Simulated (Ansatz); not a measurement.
# WBr4F2: the cost of one run

Program: Ansatz 0.2.0. Level of theory: DFT PBE, scalar-relativistic, plane waves, PAW, unless a step names another level. These are calculated values, not measurements.

11 further runs of the same task are left out: 1 that didn't finish, 10 set aside as unsound or not needed.

**1. Plan**

Pauling electronegativities: W 2.36, Br 2.96, F 3.98 (spread 1.62). The formula balances with common oxidation states: W +6, F -1, Br -1. Tabulated atomic sizes suggest about 24 Å³/atom. 21 candidates were drawn, by swapping species into database cells of other compounds, at random by space group and Wyckoff sites, or by hand, as the table says:

| name | made from | space group no. | Wyckoff sites | atoms (primitive cell) | V (Å³/atom) |
| --- | --- | --- | --- | --- | --- |
| c01 | built by hand: tilted trans-WBr4F2 molecular crystal, monoclinic | 14 | W 2a; Br 4e, 4e; F 4e | 14 | 24.2 |
| c02 | database cell of Bi2Te4Pb | 166 | W 3a; Br 6c, 6c; F 6c | 7 | 27.6 |
| c03 | database cell of NaCr2S4 | 10 | W 1c; Br 2m, 2n; F 1e, 1a | 7 | 25.4 |
| c04 | built by hand: trans-WBr4F2 molecular crystal, body-centred tetragonal | 139 | W 2a; Br 8h; F 4e | 7 | 24.2 |
| c05 | database cell of LuTi2Ga4 | 139 | W 2a; Br 8h; F 4d | 7 | 24.1 |
| c06 | database cell of K2CuF4 | 139 | W 2a; Br 4c, 4e; F 4e | 7 | 21.1 |
| c07 | database cell of Pr2CuO4 | 139 | W 2a; Br 4d, 4c; F 4e | 7 | 22.8 |
| c08 | built by hand: alpha-WCl6, trans-ordered variant | 2 | W 1a; Br 2i, 2i; F 2i | 7 | 24.2 |
| c09 | database cell of CdIn2Se4 | 121 | W 2b; Br 8i; F 4d | 7 | 27.6 |
| c10 | database cell of Li2MgBr4 | 65 | W 2a; Br 4h, 4i; F 4f | 7 | 23.6 |
| c11 | database cell of CdAg2I4 | 121 | W 2a; Br 8i; F 4d | 7 | 27.5 |
| c12 | database cell of Cu2WS4 | 111 | W 1a; Br 4n; F 2e | 7 | 29.7 |
| c13 | database cell of MnCu2Cl4 | 38 | W 2a; Br 4d, 2b, 2b; F 4e | 7 | 25.3 |
| c14 | database cell of Li2CrCl4 | 12 | W 2a; Br 4i, 4g; F 4f | 7 | 24.5 |
| c15 | database cell of Nd2CdSb4 | 115 | W 1c; Br 2g, 1b, 1a; F 2g | 7 | 26.1 |
| c16 | database cell of La2CoSn4 | 38 | W 2a; Br 2a, 2b, 2a, 2b; F 2a, 2b | 7 | 25.2 |
| c17 | database cell of K2PtCl4 | 123 | W 1a; Br 4j; F 2e | 7 | 25.5 |
| c18 | database cell of Ta2NiS4 | 164 | W 1b; Br 2d, 2d; F 2c | 7 | 22.1 |
| c19 | built by hand: alpha-WCl6, cis-ordered variant | 1 | W 1a; Br 1a, 1a, 1a, 1a; F 1a, 1a | 7 | 24.2 |
| c20 | database cell of ZnIn2S4 | 156 | W 1a; Br 1b, 1b, 1a, 1a; F 1c, 1b | 7 | 26.8 |
| c21 | database cell of Li2MnF4 | 139 | W 2a; Br 4e, 4c; F 4d | 7 | 24.7 |

**2. Screening run of c04**

input.yaml reads:

```yaml
crystal:
  lattice:
    - [-3.5, 3.5, 3.46]
    - [3.5, -3.5, 3.46]
    - [3.5, 3.5, -3.46]
  atoms:
    - { symbol: W, position: [0.0, 0.0, 0.0] }
    - { symbol: Br, position: [0.2475, 0.7525, 0.0] }
    - { symbol: Br, position: [0.7525, 0.2475, 0.0] }
    - { symbol: Br, position: [0.7525, 0.7525, 0.505] }
    - { symbol: Br, position: [0.2475, 0.2475, 0.495] }
    - { symbol: F, position: [0.733, 0.733, 0.0] }
    - { symbol: F, position: [0.267, 0.267, 0.0] }
basis:
  ecutwfc: 420
kpoints:
  mp_grid: { grid: [3, 3, 3] }
hamiltonian:
  xc: pbe
scf:
  occupations: { method: gaussian, width: 0.15 }
  lower_state_search: "off"
output:
  forces: true
  stress: true
  eigenvalues: true
relax:
  adjacent_minimum: "off"
  f_tol: 0.08
  max_steps: 16
  cell: { stress_tol: 0.8 }
```

Launch:

```
> ansatz run input.yaml --threads 1 --pin off --max-ram 2560MiB --backend cpu --events-out ev --progress --plain --runs-dir out
```

**Question.** How long does this run take on 1 thread of Intel Xeon at 2.50GHz (Skylake/Cascade Lake), shared host, and how much memory does it need?

About 72 s, with a peak of 0.48 GiB.
